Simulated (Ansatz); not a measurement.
# In4TeS: the cost of one run

Method: DFT PBE, scalar-relativistic, plane waves, PAW, unless a step names another level, in Ansatz 0.2.0.

2 further runs of the same task are left out: 2 that didn't finish.

## Step 1: The starting structure

Symmetry: P4/mmm, No. 123, tetragonal system. Conventional cell: a = 3.759 Å, b = 3.759 Å, c = 11.893 Å, α = 90.00°, β = 90.00°, γ = 90.00°. In (site symmetry 4mm) has 4 Te at 3.27 Å and 9 In at 3.61 to 3.81 Å as nearest neighbours. In (site symmetry 4mm) is surrounded by 4 S at 3.10 Å and 1 In at 3.18 Å. Te (site symmetry 4/mmm) has 8 In at 3.27 Å as nearest neighbours. S (site symmetry 4/mmm) has 8 In at 3.10 Å as nearest neighbours.

Coordinates:

```cif
data_structure
_symmetry_space_group_name_H-M 'P 1'
_symmetry_Int_Tables_number 1
_cell_length_a 3.7594
_cell_length_b 3.7594
_cell_length_c 11.8925
_cell_angle_alpha 90.000
_cell_angle_beta 90.000
_cell_angle_gamma 90.000
_cell_volume 168.08
loop_
_atom_site_label
_atom_site_type_symbol
_atom_site_fract_x
_atom_site_fract_y
_atom_site_fract_z
_atom_site_occupancy
In1 In 0.50000 0.50000 0.16029 1
In2 In 0.00000 0.00000 0.63388 1
In3 In 0.00000 0.00000 0.36612 1
In4 In 0.50000 0.50000 0.83971 1
Te1 Te 0.00000 0.00000 0.00000 1
S1 S 0.50000 0.50000 0.50000 1
```

The cell was relaxed beforehand at this level, from a database cell with other species swapped in; it is a trial structure. At a tolerance of 0.05 Å it has space group P4/mmm (No. 123); it has 28.01 Å³/atom, an uncorrected energy of -0.13 eV/atom over the elements.

## Step 2: Static run: bands, density of states and charges

Contents of input.yaml:

```yaml
crystal:
  lattice:
    - [3.7593847871, 0.0, 0.0]
    - [0.0, 3.7593847871, 0.0]
    - [0.0, 0.0, 11.8925317568]
  atoms:
    - { symbol: In, position: [0.5, 0.5, 0.1602895119] }
    - { symbol: In, position: [0.0, 0.0, 0.6338767559] }
    - { symbol: In, position: [0.0, 0.0, 0.3661232441] }
    - { symbol: In, position: [0.5, 0.5, 0.8397104881] }
    - { symbol: Te, position: [0.0, 0.0, 0.0] }
    - { symbol: S, position: [0.5, 0.5, 0.5] }
basis:
  ecutwfc: 420
kpoints:
  mp_grid: { grid: [10, 10, 4] }
  band_path:
    path:
      - [[0.0, 0.0, 0.0], [0.0, 0.5, 0.0], [0.5, 0.5, 0.0], [0.0, 0.0, 0.0], [0.0, 0.0, 0.5], [0.0, 0.5, 0.5], [0.5, 0.5, 0.5], [0.0, 0.0, 0.5]]
      - [[0.0, 0.5, 0.0], [0.0, 0.5, 0.5]]
      - [[0.5, 0.5, 0.0], [0.5, 0.5, 0.5]]
    npoints: 14
hamiltonian:
  xc: pbe
scf:
  occupations: { method: gaussian, width: 0.1 }
  n_extra_bands: 15
output:
  forces: true
  stress: true
  eigenvalues: true
  populations: true
  dos: { projected: true, de: 0.02, nscf_kmesh: { grid: [12, 12, 5] } }
  bader: true
  write_density: true
  write_potential: true
  elf: true
  volumetric_format: npy
```

Launch:

```
> ansatz run input.yaml --threads 1 --pin off --max-ram 2560MiB --backend cpu --events-out ev --progress --plain --runs-dir out
```

Q: Estimate wall time and peak memory on 1 thread of Arm Neoverse V2, shared host.

About 2.1 min, with a peak of 0.9 GiB.
